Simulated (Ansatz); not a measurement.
# Ni2SbTe: the cost of one run

Program: Ansatz 0.2.0. Level of theory: DFT PBE, scalar-relativistic, plane waves, PAW. These are calculated values, not measurements.

1 further run of the same task is left out (it didn't finish).

**1. The structure to begin with**

It takes space group P-6m2 (No. 187, hexagonal). Conventional cell: a = 3.966 Å, b = 3.966 Å, c = 5.203 Å, α = 90.00°, β = 90.00°, γ = 120.00°. Ni (site symmetry 3m) has 2 Ni at 2.57 to 2.63 Å and 3 Sb at 2.63 Å and 3 Te at 2.64 Å as nearest neighbours. Around Sb (site symmetry -6m2) lie 6 Ni at 2.63 Å. Around Te (site symmetry -6m2) lie 6 Ni at 2.64 Å.

Structure file:

```cif
data_structure
_symmetry_space_group_name_H-M 'P-6m2'
_symmetry_Int_Tables_number 187
_cell_length_a 3.9656
_cell_length_b 3.9656
_cell_length_c 5.2035
_cell_angle_alpha 90.000
_cell_angle_beta 90.000
_cell_angle_gamma 120.000
_cell_volume 70.87
loop_
_atom_site_label
_atom_site_type_symbol
_atom_site_symmetry_multiplicity
_atom_site_Wyckoff_symbol
_atom_site_fract_x
_atom_site_fract_y
_atom_site_fract_z
_atom_site_occupancy
Ni1 Ni 2 g 0.00000 0.00000 0.74682 1
Sb1 Sb 1 f 0.66667 0.33333 0.50000 1
Te1 Te 1 c 0.33333 0.66667 0.00000 1
```

The structure comes from the Materials Project (structure only).

**2. Self-consistent density**

The input, input.yaml:

```yaml
crystal:
  lattice:
    - [3.9656228857, 0.0, 0.0]
    - [-1.9828114428, 3.4343301608, 0.0]
    - [0.0, 0.0, 5.20348244]
  atoms:
    - { symbol: Ni, position: [0.0, 0.0, 0.7468176] }
    - { symbol: Ni, position: [0.0, 0.0, 0.2531824] }
    - { symbol: Sb, position: [0.66666667, 0.33333333, 0.5] }
    - { symbol: Te, position: [0.33333333, 0.66666667, 0.0] }
basis:
  ecutwfc: 420
  fft_grid_basis: typed
kpoints:
  mp_grid: { grid: [9, 9, 6] }
hamiltonian:
  xc: pbe
  pseudopotentials: { kind: paw }
scf:
  occupations: { method: gaussian, width: 0.05 }
output:
  forces: true
  stress: true
  eigenvalues: true
  bader: true
  write_density: true
  volumetric_format: npy
  elf: true
```

Started as:

```sh
$ ansatz run input.yaml --threads 1 --pin off --max-ram 2560MiB --backend cpu --events-out ev --progress --plain --runs-dir out
```

Q: Estimate wall time and peak memory on 1 thread of Arm Neoverse N1, shared host.

About 59 s, with a peak of 0.39 GiB.
